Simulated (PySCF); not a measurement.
**A diatomic session: RhCl**

One table from this session's results is given with a row withheld; the runs are named, their logs left out.

Program: PySCF 2.14.0. Level of theory: Rh def2-TZVPP with ECP28, Cl def2-TZVPP, scalar-relativistic core potentials. These are calculated values, not measurements.

1 further run of the same task is left out (it didn't finish).

The first run:

A driver script around PySCF takes these settings:

| Quantity | Value |
| --- | --- |
| atoms | Rh, Cl |
| charge | 0 |
| basis | Rh def2-TZVPP with ECP28, Cl def2-TZVPP |
| Hamiltonian | scalar-relativistic core potentials |
| basis functions | 98 |
| electrons treated | 34 |
| masses in u | 102.9055, 34.9689 |
| levels | PBE0, PBE, r²SCAN, B3LYP, PW91, BLYP, LDA, ωB97M-V, HF, MP2, SCS-MP2, CCSD, CCSD(T) |
| grid | 80 radial by 434 angular points |
| occupations | held fixed by the projection of orbital angular momentum |
| dissociation limit | Rh + Cl, each in its ground configuration |
| starting distance in angstrom | 2.145 |
| values of 2S to try | 0, 2, 4, 6 |

The run is started by

```sh
$ OMP_NUM_THREADS=2 python dia.py task.json out
```

Among the steps run: Set-up; First curve: PBE0; Other states along the same grid; PBE (GGA); r²SCAN (meta-GGA); B3LYP (global hybrid GGA); PW91; BLYP; LDA (local density); ωB97M-V (range-separated hybrid); UHF (mean field); Correlated methods on the Hartree–Fock reference.

One of the session's tables, all rows but one given; the rest of the session is left out.

Energy (eV) from each level's lowest point:

| R (Å) | UHF | UHF-MP2 | UHF-SCS-MP2 | UHF-CCSD | UHF-CCSD(T) |
| --- | --- | --- | --- | --- | --- |
| 1.943 | 1.742 | 0.876 | 1.038 | n/a | n/a |
| 2.033 | 0.950 | 0.359 | 0.465 | 0.523 | 0.478 |
| 2.123 | 0.450 | 0.092 | 0.151 | 0.179 | 0.154 |
| 2.191 | ? | ? | ? | ? | ? |
| 2.259 | 0.077 | 0.000 | 0.000 | 0.000 | 0.000 |
| 2.327 | 0.008 | 0.046 | 0.022 | 0.012 | 0.022 |
| 2.417 | 0.000 | 0.167 | 0.116 | 0.096 | 0.117 |
| 2.530 | 0.083 | 0.383 | 0.303 | 0.274 | 0.306 |
| 2.666 | 0.268 | 0.692 | 0.585 | 0.547 | 0.588 |
| 2.846 | 0.584 | 1.132 | 0.998 | n/a | n/a |

Estimate the missing values for R (Å) = 2.191.

Worked estimate for «UHF». A straight line through the neighbours (2.123, 0.450) and (2.259, 0.077) gives 0.450 + (0.077 − 0.450) × (2.191 − 2.123) / (2.259 − 2.123) = 0.264; a parabola fitted to 4 rows on both sides gives 0.212.

As computed: UHF: 0.217; UHF-MP2: 0.009; UHF-SCS-MP2: 0.037; UHF-CCSD: 0.049; UHF-CCSD(T): 0.038. In «UHF» the line misses by +0.047 and the parabola by -0.005.

Limits of these values: At some levels the lowest empty orbital lies below the highest filled one (the two can be of opposite spin).
